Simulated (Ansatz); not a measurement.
**CH3BrClFSi: up Jacob's ladder to CCSD(T)**

How much do the methods differ for CH3BrClFSi? The plan is to run it at one geometry with functionals of several rungs and with coupled cluster, and see how far each lands from CCSD(T) at the basis-set limit for the atomisation energy.

Computed with Ansatz 0.2.0, Gaussian basis. Level: functionals in def2-TZVPP, the program's frozen cores in correlated methods.

Plan: PBE-D4, r2SCAN-D4, PBE0-D4, B3LYP-D4, ωB97X-V, ωB97M-V, B2PLYP; CCSD(T)/def2-TZVPP; MP2/def2-QZVPP; extrapolation to the limit.

## Step 1: The relaxed structure

All runs share one geometry, relaxed beforehand with PBE0-D4 in a triple-zeta def2 set.

SMILES `F[SiH2]C(Cl)Br`, 8 atoms, charge 0, spin multiplicity 1.

Atoms are counted from 1 here; the program's logs count them from 0.

Bond lengths: F1–Si2 1.596 Å, Si2–C3 1.882 Å, Si2–H6 1.476 Å, Si2–H7 1.479 Å, C3–Cl4 1.761 Å, C3–Br5 1.950 Å, C3–H8 1.087 Å. Angles: F1–Si2–C3 108.9°, F1–Si2–H6 109.2°, F1–Si2–H7 108.2°, C3–Si2–H6 108.3°, C3–Si2–H7 108.6°, H6–Si2–H7 113.5°, Si2–C3–Cl4 111.9°, Si2–C3–Br5 103.7°, Si2–C3–H8 115.2°, Cl4–C3–Br5 112.5°, Cl4–C3–H8 107.9°, Br5–C3–H8 105.6°.

## Step 2: PBE-D4 (GGA)

in.yaml

```yaml
crystal:
  periodic: [false, false, false]
  atoms:
    - {symbol: F, position_ang: [-1.231747, -0.297996, 1.725580]}
    - {symbol: Si, position_ang: [-0.167513, 0.463468, 0.811423]}
    - {symbol: C, position_ang: [0.200818, -0.591315, -0.703549]}
    - {symbol: Cl, position_ang: [-1.247851, -0.897455, -1.657682]}
    - {symbol: Br, position_ang: [1.530504, 0.448765, -1.679892]}
    - {symbol: H, position_ang: [-0.745186, 1.742796, 0.355640]}
    - {symbol: H, position_ang: [1.079987, 0.623346, 1.589246]}
    - {symbol: H, position_ang: [0.672988, -1.548709, -0.496566]}
basis:
  gaussian: {orbitals: def2-TZVPP}
hamiltonian: {xc: pbe, dispersion: d4}
output: {forces: true, orbitals: {seedname: orbitals}}
```

On the command line:

```
$ ansatz run in.yaml --threads 4 --pin off --events-out ev --progress --plain --max-ram 10444MiB
```

After this run come: r2SCAN-D4 (meta-GGA); PBE0-D4 (hybrid); B3LYP-D4 (hybrid); ωB97X-V (range-separated); ωB97M-V (range-separated); B2PLYP (double hybrid); CCSD(T) in def2-TZVPP; MP2 in def2-QZVPP.

**Question.** What will the summary of the whole plan be? Wanted: atomisation energy, CCSD(T)/CBS; farthest; mean size of error, hybrid; mean size of error, range-separated; gap, smallest and largest; T1 diagnostic; triples share of the correlation energy.

The runs gave:

| quantity | value |
| --- | --- |
| atomisation energy, CCSD(T)/CBS | 2634.8 kJ/mol |
| functionals within 26.3 kJ/mol (1.0 %) | r2SCAN-D4, PBE0-D4, ωB97X-V, ωB97M-V |
| farthest | B2PLYP (-59.8 kJ/mol) |
| mean size of error, hybrid | 30.2 kJ/mol |
| mean size of error, range-separated | 9.9 kJ/mol |
| gap, smallest and largest | 4.89 eV (PBE-D4), 11.81 eV (ωB97X-V) |
| T1 diagnostic | 0.0097 |
| triples share of the correlation energy | 3.6 % |

**Reading.** PBE-D4 misses by +31.8 kJ/mol. Double hybrids carry the basis error of their MP2 part in triple zeta, and no dispersion term here, so their miss is partly the set-up's. The reference freezes the cores and leaves out relativity and excitations past (T), and its outer-core shells are covered unevenly, so misses under about 26.3 kJ/mol can't be ranked. All levels share the lack of spin-orbit coupling, which lowers the free heavy atoms and so the true binding. Hartree-Fock recovers 71 % of the binding; the rest is correlation. Orbital gaps span 4.9 to 11.8 eV; exact exchange widens them. Correlated methods include outer-core shells of Br, which these sets cover unevenly.
